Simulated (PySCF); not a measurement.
# BTe⁻: basis, grid and Hamiltonian

Aim: see how much the energy and properties of BTe⁻ depend on the numerical set-up.

Program: PySCF 2.14.0. Level of theory: each script names its method and basis. These are calculated values, not measurements.

4 further runs of the same task are left out: 1 for a known fault of the program, 3 that didn't finish.

### Step 1. Starting geometry

BTe⁻: 2 atoms, charge -1, spin multiplicity 1.

Bond lengths: B1–Te2 2.235 Å.

### Step 2. Base script

File input.py:

```python
from pyscf import gto, dft

mol = gto.M(
    atom='B 0 0 0; Te 0 0 2.235',
    basis='sto-3g',
    charge=-1,
    spin=0,
    verbose=4,
)
mf = dft.RKS(mol, xc='revpbe')
mf.kernel()
mf.dip_moment()
print('orbital energies (hartree):', mf.mo_energy[..., max(0, mol.nelec[1]-3):mol.nelec[0]+3].round(4))
```

Command:

```console
$ OMP_NUM_THREADS=1 python input.py
```

Its log is not repeated here.

It gives: E(SCF) = -6573.225868 Eh, 9 cycles.

No relativity is included for the heavy element. The bond length is a typed value, not an optimised one. The dipole of an ion depends on the origin.

### Step 3. Spin-free X2C on

Variant 1 changes spin-free X2C: off → on.

File input.py:

```python
from pyscf import gto, dft

mol = gto.M(
    atom='B 0 0 0; Te 0 0 2.235',
    basis='sto-3g',
    charge=-1,
    spin=0,
    verbose=4,
)
mf = dft.RKS(mol, xc='revpbe')
mf = mf.sfx2c1e()
mf.kernel()
mf.dip_moment()
print('orbital energies (hartree):', mf.mo_energy[..., max(0, mol.nelec[1]-3):mol.nelec[0]+3].round(4))
```

Command:

```console
$ OMP_NUM_THREADS=1 python input.py
```

### Step 4. Lanl2dz (core potential on)

Variant 2 changes basis set: sto-3g → lanl2dz; core potential: off → on. The core potential changes with it: totals don't compare.

input.py: that of step 2 with these lines changed.

```diff
@@ -4,3 +4,4 @@
     atom='B 0 0 0; Te 0 0 2.235',
-    basis='sto-3g',
+    basis='lanl2dz',
+    ecp={'Te': 'lanl2dz'},
     charge=-1,
```

### Step 5. Integration grid 4

Variant 3 changes integration grid: default → 4.

input.py: that of step 2 with these lines changed.

```diff
@@ -10,2 +10,3 @@
 mf = dft.RKS(mol, xc='revpbe')
+mf.grids.level = 4
 mf.kernel()
```

### Step 6. Def2-svpd (core potential on)

Variant 4 changes basis set: sto-3g → def2-svpd; core potential: off → on. The core potential changes with it: totals don't compare.

input.py: that of step 2 with these lines changed.

```diff
@@ -4,3 +4,4 @@
     atom='B 0 0 0; Te 0 0 2.235',
-    basis='sto-3g',
+    basis='def2-svpd',
+    ecp={'Te': 'def2-svpd'},
     charge=-1,
```

Before running it: what results should come out? Wanted: for each run, E(SCF); from base; gap.

The runs gave:

| run | E(SCF) (hartree) | from base (eV) | cycles | gap (eV) | functions |
| --- | --- | --- | --- | --- | --- |
| base | -6573.225868 | 0 | 9 | 3.14 | 32 |
| spin-free X2C on | -6695.416357 | -3324.9726 | 9 | 3.18 | 32 |
| lanl2dz (core potential on) | -32.894034 | not comparable | 13 | 2.49 | 17 |
| integration grid 4 | -6573.225869 | 0.0000 | 9 | 3.14 | 32 |
| def2-svpd (core potential on) | -292.874867 | not comparable | 16 | 2.59 | 55 |

The highest filled level of this anion is positive: the basis lacks diffuse functions or the electron is not bound, so these numbers hang on the basis. With integration grid 4 the SCF ends at the base energy. Scalar relativity lowers the total energy by 3324.97 eV, nearly all of it in the inner shells; a basis contracted without relativity catches only part of it.
